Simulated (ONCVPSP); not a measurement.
# An ONCV potential for Ge, from input to tests

Aim: build the potential from the settings below, then test how well it stands in for the atom: other configurations, scattering, ghost states and the plane-wave cutoff that it needs.

Program: ONCVPSP 4.0.1.1 (patched build). Reference atom: LDA (Perdew-Wang 92), scalar-relativistic, spherical and spin-unpolarised. All values are calculated.

**1. Starting point**

The settings as typed:

* element: germanium (Ge, Z = 32)
* type: optimised norm-conserving Vanderbilt (ONCV)
* frozen core: [Ar] 3d10
* valence charge: 4
* reference configuration: 4s2 4p2
* partial waves: 4s: rc 1.50 bohr, ncon 5, nbas 9, qcut 4.2 1/bohr, 2 projectors, debl 3.3 Ha; 4p: rc 2.10 bohr, ncon 3, nbas 6, qcut 4.1 1/bohr, 2 projectors, debl 3.3 Ha; d scattering state at 0.26 Ha: rc 2.20 bohr, ncon 4, nbas 7, qcut 3.8 1/bohr, 3 projectors, debl 0.7 Ha
* local potential: polynomial inside 1.10 bohr (lpopt 3, dvloc0 -1 Ha)
* core correction: Teter function fitted to the true core (icmod 2), fcfact 0.4

The nodes and maxima of the atom's own shells, from an earlier all-electron run, set the scale for the radii.

All-electron outer shells of the reference configuration (LDA (PZ), scalar-relativistic, ld1.x):

| shell | level (eV) | outermost node (bohr) | outermost maximum (bohr) |
| --- | --- | --- | --- |
| 3p | -115.38 | 0.23 | 0.54 |
| 3d | -29.55 | – | 0.50 |
| 4s | -11.95 | 0.77 | 1.73 |
| 4p | -4.05 | 0.82 | 2.19 |

**2. The generation run**

Ge.dat reads:

```
# ATOM AND REFERENCE CONFIGURATION
# atsym  z   nc   nv     iexc    psfile
  Ge 32.00    6    2  -001012      upf
#
#   n    l    f
    1    0    2.00
    2    0    2.00
    2    1    6.00
    3    0    2.00
    3    1    6.00
    3    2   10.00
    4    0    2.00
    4    1    2.00
#
# PSEUDOPOTENTIAL AND OPTIMIZATION
# lmax
    2
#
#   l,   rc,      ep,       ncon, nbas, qcut
    0    1.50    0.00    5    9    4.20
    1    2.10    0.00    3    6    4.10
    2    2.20    0.26    4    7    3.80
#
# LOCAL POTENTIAL
# lloc, lpopt,  rc(5),   dvloc0
    4    3    1.10   -1.00
#
# VANDERBILT-KLEINMAN-BYLANDER PROJECTORs
# l, nproj, debl
    0    2    3.30
    1    2    3.30
    2    3    0.70
#
# MODEL CORE CHARGE
# icmod, fcfact, rcfact
    2    0.40    1.00
#
# LOG DERIVATIVE ANALYSIS
# epsh1, epsh2, depsh
   -2.00    5.00    0.02
#
# OUTPUT GRID
# rlmax, drl
    6.00    0.01
#
# TEST CONFIGURATIONS
# ncnf
    4
# nvcnf
#   n    l    f
    2
    4    0    2.00
    4    1    1.00
#
    2
    4    0    2.00
    4    1    0.00
#
    2
    4    0    1.00
    4    1    0.00
#
    2
    4    0    1.00
    4    1    2.00
#
```

The run is started by

```
$ oncvpsp.x < Ge.dat > Ge.out
```

Q: Predict the outcome of this session. Wanted: cutoffs for 1 and 0.1 mHa per electron, occupied waves; bound ghosts; GHOST(+) flags; largest test error; largest phase difference near zero energy, channels read; rms error of d²Exc/dn², without and with the model core.

**Answer**, as computed:

```
                                                quantity                                              value
  cutoffs for 1 and 0.1 mHa per electron, occupied waves                                    28 Ha and 93 Ha
                                            bound ghosts                                     d at -26.09 eV
                                          GHOST(+) flags  s at 81 eV, p at 167 eV, d at 384 eV, d at 838 eV
                            largest test error (AE − PS)                              -181 meV, for 4s1 4p0
largest phase difference near zero energy, channels read                                          0.002 rad
 rms error of d²Exc/dn², without and with the model core                                  8.05 and 1.34 mHa
```

**Reading.** It has a bound ghost (d), a state that the atom doesn't have, and that rules the file out. The worst unpolarised test, 4s1 4p0, is off by 181 meV on 58.6 eV; by total energies transferability rates as poor. That test lies far up in energy; among those under 40 eV, nearer to bonding, the largest error is 26 meV. By its cutoff, 28 Ha for the looser tolerance, it is of middling hardness. The tighter tolerance needs 93 Ha, and converged work needs a cutoff nearer that. At the looser tolerance the 4s wave is the slowest; 4p needs 4 Ha. Near zero energy the phases of the channels with partial waves agree within 0.002 rad. The program also flags highly localised states, GHOST(+) (s, p, d).
